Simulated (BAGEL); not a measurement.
# CH5OSi (SMILES C[SiH]O): UHF/aug-cc-pVDZ (density fitting with qzvpp-jkfit)

What is the electronic atomisation energy of CH5OSi at UHF/aug-cc-pVDZ (density fitting with qzvpp-jkfit)? 

The calculation is run with BAGEL 1.2.2.

22 further runs of the same task are left out: 22 set aside as unsound or not needed.

### Step 1. The structure to begin with

The species is CH5OSi (8 atoms), meant as a doublet with charge 0. SMILES: `C[SiH]O`. The coordinates come from a PBE0-D4/def2-TZVP relaxation. This is one conformer, not always the lowest.

Bond lengths: C1–Si2 1.864 Å, Si2–O3 1.657 Å, C1–H4 1.092 Å, C1–H5 1.092 Å, C1–H6 1.094 Å, Si2–H7 1.502 Å, O3–H8 0.958 Å. Angles: C1–Si2–O3 106.3°, C1–Si2–H7 111.0°, O3–Si2–H7 110.1°, Si2–C1–H4 111.0°, Si2–C1–H5 110.4°, Si2–C1–H6 110.1°, Si2–O3–H8 117.0°, H4–C1–H5 108.4°, H4–C1–H6 108.4°, H5–C1–H6 108.5°.

### Step 2. A single-point energy at UHF/aug-cc-pVDZ (density fitting with qzvpp-jkfit)

Contents of input.json:

```json
{ "bagel": [

{
  "title": "molecule",
  "basis": "aug-cc-pvdz.json",
  "df_basis": "qzvpp-jkfit",
  "angstrom": true,
  "geometry": [
    { "atom": "C", "xyz": [   -0.688200,    0.901800,   -0.099400 ] },
    { "atom": "Si", "xyz": [    0.670300,   -0.323400,   -0.458400 ] },
    { "atom": "O", "xyz": [    0.201200,   -1.753600,    0.234600 ] },
    { "atom": "H", "xyz": [   -1.628600,    0.589000,   -0.557100 ] },
    { "atom": "H", "xyz": [   -0.424700,    1.887000,   -0.490900 ] },
    { "atom": "H", "xyz": [   -0.841600,    0.986400,    0.980700 ] },
    { "atom": "H", "xyz": [    1.974600,    0.132900,    0.129400 ] },
    { "atom": "H", "xyz": [    0.828900,   -2.477200,    0.205400 ] }
  ]
},
{
  "title": "uhf",
  "nopen": 1
},
{
  "title": "print",
  "file": "orbitals.molden",
  "orbitals": true
}

]}
```

The basis set aug-cc-pVDZ is read from a file made from the Basis Set Exchange's data (not shown).

The run is started by

```bash
BAGEL_NUM_THREADS=1 BAGEL input.json > input.out
```

The program printed:

```text
* using 1 threads per process

  ===============================================================
  ===============================================================

  *** Geometry ***

  { "atom" : "C", "xyz" : [     -1.300510,      1.704155,     -0.187839 ] },
  { "atom" : "Si", "xyz" : [      1.266683,     -0.611137,     -0.866250 ] },
  { "atom" : "O", "xyz" : [      0.380213,     -3.313824,      0.443330 ] },
[... 4 lines of this table left out ...]
  { "atom" : "H", "xyz" : [      1.566394,     -4.681230,      0.388150 ] },

  Number of auxiliary basis functions:      370

  Since a DF basis is specified, we compute 2- and 3-index integrals:
    o Being stored without compression. Storage requirement is 0.041 GB

  Number of basis functions:      118
  Number of electrons      :       33

    * METHOD: MOLECULE                             0.18

  *** Open-shell HF ***

  === Nuclear Repulsion ===
   108.4498116219

      * DIIS with orbital gradients will be used.

  === UHF iteration (aug-cc-pvdz.json) ===
      0       -404.24707842          0.03951275           0.11
      1       -404.46805607          0.02829922           0.11
      2       -404.54498830          0.01564513           0.11
[... 14 lines of this table left out ...]
     17       -404.59716777          0.00000001           0.11
    * SCF iteration converged.

    * S^2 (UHF) is 0.7537

    * Permanent dipole moment:
           (   -0.240121,     0.014339,     0.057569) a.u.

    * METHOD: UHF                                  2.14

    * METHOD: PRINT                                0.04

  ===============================================================
```

Run time: 2.5 s. Hardware: 1 thread of Arm Neoverse V1, shared host; peak memory 0.12 GiB.

### Step 3. The C atom, same level

Contents of input.json:

```json
{ "bagel" : [

{
  "title" : "molecule",
  "basis" : "aug-cc-pvdz.json",
  "df_basis" : "qzvpp-jkfit",
  "angstrom" : "true",
  "geometry" : [
    { "atom" : "C", "xyz" : [    0.000000,    0.000000,    0.000000 ] }
  ]
},
{
  "title" : "uhf",
  "nopen" : 2
},
{
  "title" : "print",
  "file" : "orbitals.molden",
  "orbitals" : "true"
}

]}
```

The basis set aug-cc-pVDZ is read from a file made from the Basis Set Exchange's data (not shown).

Run the same way, it converges to -37.68776 Eh (log not shown).

### Step 4. The H atom at the same level

Contents of hf.json:

```json
{ "bagel": [

{
  "title": "molecule",
  "basis": "aug-cc-pvdz.json",
  "df_basis": "qzvpp-jkfit",
  "angstrom": "true",
  "geometry": [
    { "atom": "H", "xyz": [       0.000000,       0.000000,       0.000000 ] }
  ]
},

{ "title": "uhf", "charge": 0, "nopen": 1 },

{ "title": "print", "file": "orbitals.molden", "orbitals": "true" }

]}
```

The basis set aug-cc-pVDZ is read from a file made from the Basis Set Exchange's data (not shown).

Run the same way, it converges to -0.49933 Eh (log not shown).

### Step 5. The O atom, same level

Contents of input.json:

```json
{ "bagel" : [

{
  "title" : "molecule",
  "basis" : "aug-cc-pvdz.json",
  "df_basis" : "qzvpp-jkfit",
  "angstrom" : true,
  "geometry" : [
    { "atom" : "O", "xyz" : [       0.000000,       0.000000,       0.000000 ] }
  ]
},

{
  "title" : "uhf",
  "nopen" : 2
},

{
  "title" : "print",
  "file" : "orbitals.molden",
  "orbitals" : true
}

]}
```

The basis set aug-cc-pVDZ is read from a file made from the Basis Set Exchange's data (not shown).

The run is started by

```bash
BAGEL_NUM_THREADS=1 BAGEL input.json > input.out
```

The program printed:

```text
* using 1 threads per process

  ===============================================================
  ===============================================================

  *** Geometry ***

  { "atom" : "O", "xyz" : [      0.000000,      0.000000,      0.000000 ] },

  Number of auxiliary basis functions:       77

  Since a DF basis is specified, we compute 2- and 3-index integrals:
    o Being stored without compression. Storage requirement is 0.000 GB

  Number of basis functions:       23
  Number of electrons      :        8

    * METHOD: MOLECULE                             0.01

  *** Open-shell HF ***

  === Nuclear Repulsion ===
     0.0000000000

      * DIIS with orbital gradients will be used.

  === UHF iteration (aug-cc-pvdz.json) ===
      0        -74.77975660          0.01374864           0.00
      1        -74.79440293          0.00433096           0.00
      2        -74.79615323          0.00159765           0.00
      3        -74.79655060          0.00032610           0.00
      4        -74.79658566          0.00005188           0.00
      5        -74.79658750          0.00000579           0.00
      6        -74.79658783          0.00000190           0.00
      7        -74.79658787          0.00000080           0.00
      8        -74.79658788          0.00000008           0.00
      9        -74.79658788          0.00000001           0.00
    * SCF iteration converged.

    * S^2 (UHF) is 2.0084

    * Permanent dipole moment:
           (    0.000000,    -0.000000,    -0.000000) a.u.

    * METHOD: UHF                                  0.03

    * METHOD: PRINT                                0.00

  ===============================================================
```

Wall time 0.16 s (1 thread of Arm Neoverse V1, shared host).

### Step 6. The Si atom, same level

Changes to input.json since step 5:

```diff
@@ -8,3 +8,3 @@
   "geometry" : [
-    { "atom" : "O", "xyz" : [       0.000000,       0.000000,       0.000000 ] }
+    { "atom" : "Si", "xyz" : [       0.000000,       0.000000,       0.000000 ] }
   ]
```

The basis set aug-cc-pVDZ is read from a file made from the Basis Set Exchange's data (not shown).

The run is started by

```bash
BAGEL_NUM_THREADS=1 BAGEL input.json > input.out
```

The program printed:

```text
* using 1 threads per process

  ===============================================================
  ===============================================================

  *** Geometry ***

  { "atom" : "Si", "xyz" : [      0.000000,      0.000000,      0.000000 ] },

  Number of auxiliary basis functions:      128

  Since a DF basis is specified, we compute 2- and 3-index integrals:
    o Being stored without compression. Storage requirement is 0.001 GB

  Number of basis functions:       27
  Number of electrons      :       14

    * METHOD: MOLECULE                             0.02

  *** Open-shell HF ***

  === Nuclear Repulsion ===
     0.0000000000

      * DIIS with orbital gradients will be used.

  === UHF iteration (aug-cc-pvdz.json) ===
      0       -288.81114596          0.01130031           0.00
      1       -288.84574975          0.00379745           0.00
      2       -288.84992827          0.00152304           0.00
      3       -288.85091352          0.00018548           0.00
      4       -288.85093735          0.00003720           0.00
      5       -288.85093894          0.00000428           0.00
      6       -288.85093899          0.00000100           0.00
      7       -288.85093899          0.00000013           0.00
      8       -288.85093899          0.00000002           0.00
      9       -288.85093899          0.00000000           0.00
    * SCF iteration converged.

    * S^2 (UHF) is 2.0136

    * Permanent dipole moment:
           (    0.000000,     0.000000,    -0.000000) a.u.

    * METHOD: UHF                                  0.05

    * METHOD: PRINT                                0.00

  ===============================================================
```

Run time: 0.18 s. Hardware: 1 thread of Arm Neoverse V1, shared host.

### Step 7. Outcome

Level: UHF/aug-cc-pVDZ (density fitting with qzvpp-jkfit).

```
                     quantity          value
       molecule: total energy  -404.59717 Eh
      molecule: dipole moment         0.63 D
               molecule: ⟨S²⟩          0.754
         C atom: total energy   -37.68776 Eh
        C atom: dipole moment         0.00 D
                 C atom: ⟨S²⟩          2.010
         H atom: total energy    -0.49933 Eh
        H atom: dipole moment         0.00 D
                 H atom: ⟨S²⟩          0.750
         O atom: total energy   -74.79659 Eh
        O atom: dipole moment         0.00 D
                 O atom: ⟨S²⟩          2.008
        Si atom: total energy  -288.85094 Eh
       Si atom: dipole moment         0.00 D
                Si atom: ⟨S²⟩          2.014
electronic atomisation energy      20.822 eV
```

In words: Taking the molecule apart into free atoms costs 20.82 eV (2009 kJ/mol), before zero-point energy and without spin-orbit coupling. Hartree–Fock lacks the correlation of the bonding pairs, which as a rule makes this value much too low; in minimal bases other errors can mask that.
